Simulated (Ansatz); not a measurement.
Runs of Ansatz 0.2.0 on Co4Ge. It takes space group R-3m (No. 166, trigonal). Conventional cell: a = 2.625 Å, b = 2.625 Å, c = 29.588 Å, α = 90.00°, β = 90.00°, γ = 120.00°. Ge (site symmetry -3m) has 6 Co at 2.51 Å and 6 Ge at 2.62 Å as nearest neighbours. Around Co (site symmetry 3m) lie 9 Co at 2.45 to 2.62 Å and 3 Ge at 2.51 Å. Co (site symmetry 3m) has 12 Co at 2.45 to 2.62 Å as nearest neighbours. The cell comes from a database or a generator and needn't be the stable form of this composition.

```tsv
level	cutoff (eV)	gap on the mesh (eV)	pressure (GPa)	moment (μB)	largest force (eV/Å)
revPBE	420	none	3.5	5.94	0.09
BLYP	420	none	9.0	5.82	0.10
PBEsol	420	none	-8.6	5.90	0.05
RPBE	420	none	(b)	5.95	0.09
LDA	420	none	-15.1	5.80	0.04
r2SCAN	500	none	(a)	7.20	0.23
```

Alike in all rows: task band structure; potentials or basis Ansatz PAW; spin collinear, ferromagnetic start; cell as given; k mesh 12 × 12 × 12; smearing fermi-dirac 0.05 eV.

Question: Fill in the values left out.

Answer: (a) -1.5; (b) 4.8.

Caveats: the PAW data sets come from PBE, with cores solved anew for the run's functional, which leaves a small shift of forces and pressure; the magnetic or orbital state may not be the lowest (some runs).

A k mesh can miss the band edges, and the runs leave out spin-orbit coupling on Ge.

A gap of «none» marks a metal or a gap under the smearing width.

Runs at the PBE level aren't shown here.
